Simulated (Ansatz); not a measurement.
# BFH5NO: the cost of one run

All numbers below are computed with Ansatz 0.2.0 (RHF/def2-SVP).

### Step 1. The system as given

Bond lengths: B1–O2 1.760 Å, O2–H3 1.010 Å, B1–H4 1.190 Å, B1–N5 1.550 Å, N5–H6 1.060 Å, N5–H7 1.060 Å, B1–F8 1.620 Å, O2–H9 1.108 Å. Angles: B1–O2–H3 109.5°, B1–O2–H9 74.8°, H3–O2–H9 103.8°, O2–B1–H4 120.0°, O2–B1–N5 120.0°, O2–B1–F8 71.6°, H4–B1–N5 120.0°, H4–B1–F8 105.4°, N5–B1–F8 92.8°, B1–N5–H6 120.0°, B1–N5–H7 120.0°, H6–N5–H7 120.0°.

As a file:

```xyz
9

B     0.0000    0.0000    0.0000
O     0.0000    0.0000    1.7600
H    -0.9095   -0.2814    2.0971
H     1.0305    0.0000   -0.5950
N    -1.3423    0.0000   -0.7750
H    -2.0112   -0.8164   -0.6764
H    -1.5914    0.8164   -1.4036
F    -0.2026    1.5239    0.5108
H    -0.1409    1.0599    1.4702
```

### Step 2. Pulling towards end A

Springs on the bonds that form and break draw the guess towards this end; the thresholds are loose.

File input.yaml:

```yaml
crystal:
  periodic: [false, false, false]
  atoms:
    - { symbol: B, position_ang: [0.0, 0.0, 0.0] }
    - { symbol: O, position_ang: [0.0, 0.0, 1.76] }
    - { symbol: H, position_ang: [-0.9095, -0.2814, 2.0971] }
    - { symbol: H, position_ang: [1.0305, 0.0, -0.595] }
    - { symbol: "N", position_ang: [-1.3423, 0.0, -0.775] }
    - { symbol: H, position_ang: [-2.0112, -0.8164, -0.6764] }
    - { symbol: H, position_ang: [-1.5914, 0.8164, -1.4036] }
    - { symbol: F, position_ang: [-0.2026, 1.5239, 0.5108] }
    - { symbol: H, position_ang: [-0.1409, 1.0599, 1.4702] }
basis:
  gaussian: { orbitals: def2-SVP }
hamiltonian:
  xc: hf
relax:
  f_tol: 0.15
  max_steps: 25
  restrain:
    - { distance: [0, 7], at: 2.52, k: 30.0 }
    - { distance: [8, 1], at: 2.21, k: 30.0 }
    - { distance: [0, 1], at: 1.41, k: 30.0 }
    - { distance: [8, 7], at: 0.92, k: 30.0 }
```

Started as:

```sh
$ ansatz run input.yaml --threads 1 --pin off --max-ram 2048MiB --backend cpu --events-out ev --progress --plain --runs-dir out
```

Q: Estimate wall time and peak memory on 1 thread of Arm Neoverse V2, shared host.

About 17 s, with a peak of 0.14 GiB.
